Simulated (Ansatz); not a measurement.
Relaxation of a periodic cell of 17 atoms, LiSi16 (host Si, host structure diamond, interstitial Li), cell charge +1, to a largest force component of 0.08 eV/Å in at most 25 steps.

Level of theory: DFT LDA, scalar-relativistic, plane waves, PAW (Ansatz). Settings: accuracy low, PAW set soft_1, cutoff 420 eV, k mesh 2x2x2, fermi-dirac smearing 0.05 eV, no spin polarisation.

```xyz
17
Lattice="0.0000 5.4300 5.4300 5.4300 0.0000 5.4300 5.4300 5.4300 0.0000" Properties=species:S:1:pos:R:3
Si 0.000 0.000 0.000
Si 1.357 1.357 1.357
Si 2.715 2.715 0.000
Si 4.072 4.072 1.357
Si 2.715 0.000 2.715
Si 4.072 1.357 4.072
Si 5.430 2.715 2.715
Si 6.787 4.072 4.072
Si 0.000 2.715 2.715
Si 1.357 4.072 4.072
Si 2.715 5.430 2.715
Si 4.072 6.787 4.072
Si 2.715 2.715 5.430
Si 4.072 4.072 6.787
Si 5.430 5.430 5.430
Si 6.787 6.787 6.787
Li 8.139 5.420 5.447
```

Where does it end, and by what steps?

The forces met the threshold. Limits of this set-up: PAW files made for another functional, low accuracy level, charged cell in a uniform background, uncorrected. After 2 steps the energy has fallen by 0.100 eV; Si4 moved furthest, 0.04 Å.

```
step  energy less start (eV)  largest force component (eV/Å)  accepted
   0                  0.0000                           0.520       yes
   1                 -0.0962                           0.094       yes
   2                 -0.0997                           0.015       yes
```

```xyz
17
Lattice="0.0000 5.4300 5.4300 5.4300 0.0000 5.4300 5.4300 5.4300 0.0000" Properties=species:S:1:pos:R:3
Si 0.021 -0.001 0.001
Si 1.349 1.366 1.367
Si 2.715 2.694 0.000
Si 4.097 4.048 1.383
Si 2.715 0.000 2.695
Si 4.095 1.380 4.050
Si 5.429 2.714 2.717
Si 6.763 4.048 4.049
Si 0.000 2.715 2.715
Si 1.348 4.063 4.064
Si 2.715 5.430 2.737
Si 4.082 6.797 4.063
Si 2.715 2.735 5.431
Si 4.081 4.063 6.797
Si 5.409 5.430 5.430
Si 6.763 6.812 6.812
Li 8.143 5.426 5.436
```

Whether the end is a true minimum wasn't checked by a vibrational analysis.

Time of the run: 12 s on 1 thread of Arm Neoverse V2, with other jobs on the host, peak memory 0.46 GiB.
